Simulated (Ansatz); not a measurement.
# Ni: what SCF settings change

Which SCF settings change the result for Ni, and which only the effort? The default run comes first. We look at Ni: the measured crystal structure (space group Fm-3m), with 1 atom per cell. Source: COD entry 9012963, which need not be the ambient phase.

The COD entry's cell or inner coordinates are ideal or old and differ from later refinements, so a difference from it is no clean test against experiment.

Computed with Ansatz 0.2.0 (DFT r2SCAN, PAW, plane waves, scalar-relativistic, unless a step's input says otherwise).

7 further runs of the same task are left out: 5 that didn't finish, 2 set aside as unsound or not needed.

**1. Starting point**

It takes space group Fm-3m (No. 225, cubic). The conventional cell has a = 3.517 Å, b = 3.517 Å, c = 3.517 Å, α = 90.00°, β = 90.00°, γ = 90.00°. Ni (site symmetry m-3m) is surrounded by 12 Ni at 2.49 Å.

Coordinates:

```cif
data_structure
_symmetry_space_group_name_H-M 'P 1'
_symmetry_Int_Tables_number 1
_cell_length_a 2.4869
_cell_length_b 2.4869
_cell_length_c 2.4869
_cell_angle_alpha 60.000
_cell_angle_beta 60.000
_cell_angle_gamma 60.000
_cell_volume 10.88
loop_
_atom_site_label
_atom_site_type_symbol
_atom_site_fract_x
_atom_site_fract_y
_atom_site_fract_z
_atom_site_occupancy
Ni1 Ni 0.00000 0.00000 0.00000 1
```

In tables a label like Ni1 counts atoms in the order of input.yaml; a structure file may count by element.

Changes shown after the default run: 1 band beyond the filled ones; Anderson, β 0.8, history 8, no preconditioner; Fermi–Dirac width 0.003 eV, no switch to direct minimisation; cutoff 600 eV; Broyden, β 0.9, history 3, no preconditioner; Broyden, β 1.0, history 4, no preconditioner; linear mixing, β 0.3, no preconditioner.

The search for lower states is off throughout, and inputs that name a mixer don't switch to direct minimisation unless they say so. Spin is collinear, with starting moments Ni1 2.00 μB. β is the mixing step of the charge; the magnetisation has a step of its own, which the program sets unless it is named.

**2. Default SCF settings**

input.yaml reads:

```yaml
crystal:
  lattice:
    - [0.0, 1.7585, 1.7585]
    - [1.7585, 0.0, 1.7585]
    - [1.7585, 1.7585, 0.0]
  atoms:
    - { symbol: Ni, position: [0.0, 0.0, 0.0], spin: 2.0 }
magnetization:
  spin_polarized: true
hamiltonian:
  xc: r2scan
  pseudopotentials: { kind: paw }
basis:
  ecutwfc: 500
kpoints:
  mp_grid: { grid: [13, 13, 13] }
scf:
  occupations: { method: fermi_dirac, width: 0.05 }
  lower_state_search: "off"
output:
  forces: true
  stress: true
```

Started as:

```console
$ ansatz run input.yaml --threads 2 --pin off --max-ram 5120MiB --backend cpu --events-out ev --progress --plain --runs-dir out
```

**Question.** Each change named above is then made alone on this input. How many iterations does the default take, and what do the changes move? Wanted: largest shift of the free energy by occupations, cutoff, mesh or field.

The runs gave:

```
                                                              quantity                                                                                                 value
                                                           default run  16 iterations, ferromagnetic, site moments Ni1 0.82 μB, total 0.75 μB per cell, no gap on the k-mesh
                  fewest iterations to that state among the runs shown                                                    15 (Anderson, β 0.8, history 8, no preconditioner)
                                                 most iterations to it                                                          54 (linear mixing, β 0.3, no preconditioner)
           runs that end in another state, among changes of path alone                                                                                                     0
largest shift of the free energy by occupations, cutoff, mesh or field                          +6.2 meV/atom (Fermi–Dirac width 0.003 eV, no switch to direct minimisation)
```

**Reading.** The default and the runs that change only the path, 6 in all, end in one state, in 15 to 54 iterations. Occupations, cutoff, mesh and fields change the problem that is solved, not just the path; the largest shift here is that of “Fermi–Dirac width 0.003 eV, no switch to direct minimisation”. Other settings tried on this cell gave no result: linear mixing, β 0.1, no preconditioner (not converged after 60 iterations, still settling); misspelt key scf.mixing.betta (input refused); linear mixing, β 0.05, no preconditioner (not converged after 60 iterations, still settling). Counts include iterations that the program adds to test a close, so a difference of one or two ranks nothing. The starting density is a sum of atomic densities.
